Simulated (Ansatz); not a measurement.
A nudged elastic band was laid between two geometries of a periodic cell of 19 atoms, GeH2W8C8 (surface WC(001), adsorbate GeH2).

These are results of Ansatz, DFT PBE-D3(BJ), scalar-relativistic, plane waves, PAW, not measurements. Settings: PAW set soft_1, cutoff 420 eV, k mesh 3x3x1, gaussian smearing 0.15 eV, no spin polarisation.

```yaml
movable_images: 5
climbing_image: yes
spring: 5.0 eV/Å²
optimiser: quadratic models (default)
start_path: straight line
force_threshold: 0.05 eV/Å
iteration_limit: 69
end_points: relaxed
atoms_held: 1, 5, 9, 13
```

Initial state:

```xyz
19
Lattice="5.7832 0.0000 0.0000 -2.8916 5.0084 0.0000 0.0000 0.0000 17.2447" Properties=species:S:1:pos:R:3
W 0.000 0.000 1.000
C 1.443 0.840 2.326
W 0.011 -0.001 3.854
C 1.476 0.831 5.088
W -1.446 2.504 1.000
C 0.004 3.334 2.326
W -1.441 2.514 3.854
C 0.012 3.368 5.089
W 2.892 0.000 1.000
C 4.340 0.836 2.306
W 2.905 0.008 3.821
C 4.359 0.847 4.958
W 1.446 2.504 1.000
C 2.887 3.336 2.323
W 1.445 2.504 3.882
C 2.903 3.346 4.998
Ge 2.303 -0.341 6.471
H 1.112 -1.031 7.181
H 3.408 0.298 7.330
```

Final state:

Only the atoms that move by more than 0.05 Å are listed.
```
C4 1.468 0.847 4.958
C8 0.011 3.346 4.998
C12 4.368 0.831 5.088
C16 2.903 3.368 5.089
Ge17 5.195 -0.341 6.471
H18 4.004 -1.031 7.181
H19 6.300 0.298 7.330
```

Task: Which bonds break or form, and what moves?

Result: Contacts lost: C4–Ge17, C8–Ge17, W11–Ge17. Contacts made: W3–Ge17, C12–Ge17, C16–Ge17. The atom that moves furthest is H18, by 2.89 Å; four of its nearest neighbours are Ge17 1.55, C16 2.53, H19 2.66, C8 2.82 Å at the first end and Ge17 1.55, C8 2.53, H19 2.66, C16 2.82 Å at the last.

Task: Give the energies along the band, and the barrier.

Result: The run converged. The highest image is number 4 of 0 to 6, 0.93 eV above the ends, which have the same energy within 2 meV. The profile has 2 maxima (images 1, 4) with wells between them (image 3): this band takes more than one step, which may be the mechanism or a detour left from its start path. By the program's own check the climbing image is of a kind that is not told: the force calls were inconclusive, a negative curvature could not be distinguished from the path's own, the only one lies far off the path, or fixed occupations may fill a level only in part (lowest curvatures found: -2.92 and 0.12 eV/Å²). Limits of this set-up: coarse k mesh, thin slab, slab without dipole correction, a typed lattice constant that wasn't relaxed here.

```tsv
image	path coordinate (Å)	energy (eV)	C4–Ge17 (Å)	C8–Ge17 (Å)	W11–Ge17 (Å)
0	0.00	0.00	1.99	1.99	2.74
1	1.18	0.32	2.19	1.92	2.68
2	2.35	0.13	2.64	1.96	2.69
3	3.53	0.13	3.03	2.00	2.84
4	4.70	0.93	3.54	2.43	3.12
5	5.65	0.25	3.13	2.79	3.33
6	6.59	0.00	2.82	3.03	3.50
```

Task: What is the geometry of the highest image?

Result: 
```xyz
19
Lattice="5.7832 0.0000 0.0000 -2.8916 5.0084 0.0000 0.0000 0.0000 17.2447" Properties=species:S:1:pos:R:3
W 0.000 0.000 1.000
C 1.446 0.834 2.297
W 0.005 0.006 3.837
C 1.446 0.838 4.954
W -1.446 2.504 1.000
C -0.005 3.330 2.329
W -1.446 2.506 3.882
C 0.022 3.390 5.024
W 2.892 0.000 1.000
C 4.337 0.840 2.330
W 2.887 0.006 3.837
C 4.337 0.825 5.096
W 1.446 2.504 1.000
C 2.897 3.330 2.329
W 1.446 2.502 3.845
C 2.868 3.390 5.024
Ge 4.337 -0.402 6.569
H 3.063 -0.516 7.457
H 5.615 -0.516 7.455
```

Run time: 13 min on 4 threads of Arm Neoverse V2, with other jobs on the host, peak memory 2.9 GiB.
